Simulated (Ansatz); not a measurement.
# C3H4Se: one species, many methods

An exercise on one series of results from a longer session: the logs are not shown, and one member is left open.

The runs use Ansatz 0.2.0, Gaussian basis; functionals in def2-TZVPP, the program's frozen cores in correlated methods.

Plan: LDA (SPW92), PBE-D4, revPBE-D4, BLYP-D4, r2SCAN-D4, B97M-V, PBE0-D4, B3LYP-D4, r2SCANh-D4, r2SCAN0-D4, HSE06-D4, BHLYP-D4, CAM-B3LYP-D4, LC-ωPBE, ωB97X-V, ωB97M-V, B2PLYP, PBE-QIDH; CCSD(T)/def2-SVP; CCSD(T)/def2-TZVPP; MP2/def2-QZVPP; extrapolation to the limit; RPA on PBE.

## The relaxed structure

An earlier PBE0-D4 in a triple-zeta def2 set relaxation fixed the geometry.

8 atoms, charge 0, spin multiplicity 1.

Atoms are counted from 1 here; the program's logs count them from 0.

Bond lengths: C1–C2 1.316 Å, C1–H5 1.082 Å, C1–H6 1.085 Å, C2–C3 1.443 Å, C2–Se4 1.887 Å, C3–Se4 1.989 Å, C3–H7 1.085 Å, C3–H8 1.085 Å. Angles: C2–C1–H5 121.8°, C2–C1–H6 119.9°, H5–C1–H6 118.2°, C1–C2–C3 145.3°, C1–C2–Se4 142.7°, C3–C2–Se4 72.0°, C2–C3–Se4 64.4°, C2–C3–H7 119.0°, C2–C3–H8 119.0°, Se4–C3–H7 114.1°, Se4–C3–H8 114.1°, H7–C3–H8 115.7°, C2–Se4–C3 43.6°.

Set-up of the first run:

in.yaml

```yaml
crystal:
  periodic: [false, false, false]
  atoms:
    - {symbol: C, position_ang: [-0.463440, 1.315786, -0.209535]}
    - {symbol: C, position_ang: [-0.123268, 0.046334, -0.270572]}
    - {symbol: C, position_ang: [0.508957, -1.047545, 0.426119]}
    - {symbol: Se, position_ang: [-0.188649, -1.473489, -1.387555]}
    - {symbol: H, position_ang: [-0.975611, 1.809344, -1.024875]}
    - {symbol: H, position_ang: [-0.230548, 1.896829, 0.676648]}
    - {symbol: H, position_ang: [1.591498, -1.067813, 0.500712]}
    - {symbol: H, position_ang: [-0.026937, -1.536647, 1.233258]}
basis:
  gaussian: {orbitals: def2-TZVPP}
hamiltonian: {xc: lda}
output: {orbitals: {seedname: orbitals}}
```

Started as:

```
ansatz run in.yaml --threads 2 --pin off --events-out ev --progress --plain --max-ram 4352MiB
```

Steps of the session up to this table: LDA; PBE-D4 (GGA); revPBE-D4 (GGA); BLYP-D4 (GGA); r2SCAN-D4 (meta-GGA); B97M-V (meta-GGA); PBE0-D4 (hybrid); B3LYP-D4 (hybrid); r2SCANh-D4 (hybrid); r2SCAN0-D4 (hybrid); HSE06-D4 (hybrid); BHLYP-D4 (hybrid); CAM-B3LYP-D4 (range-separated); LC-ωPBE (range-separated); ωB97X-V (range-separated); ωB97M-V (range-separated); B2PLYP (double hybrid); PBE-QIDH (double hybrid).

One of the session's tables, all rows but one given; the rest of the session is left out.

It belongs to the step «Frontier levels by functional». 

```
  functional  HOMO (eV)  gap (eV)
 LDA (SPW92)      -5.42      3.67
      PBE-D4          ?         ?
   revPBE-D4      -5.20      3.72
     BLYP-D4      -5.09      3.63
   r2SCAN-D4      -5.46      4.12
      B97M-V      -5.51      4.19
     PBE0-D4      -6.31      5.68
    B3LYP-D4      -6.09      5.21
  r2SCANh-D4      -5.86      4.85
  r2SCAN0-D4      -6.45      5.95
    HSE06-D4      -5.92      4.91
    BHLYP-D4      -7.22      7.55
CAM-B3LYP-D4      -7.55      7.97
     LC-ωPBE      -8.89     10.48
     ωB97X-V      -8.53     10.02
     ωB97M-V      -8.41      9.74
```

**Question.** Estimate the row for PBE-D4.

The run gave: HOMO (eV): -5.26; gap (eV): 3.70. In the column «HOMO (eV)» it lies between LDA (SPW92) (-5.42) and revPBE-D4 (-5.20).
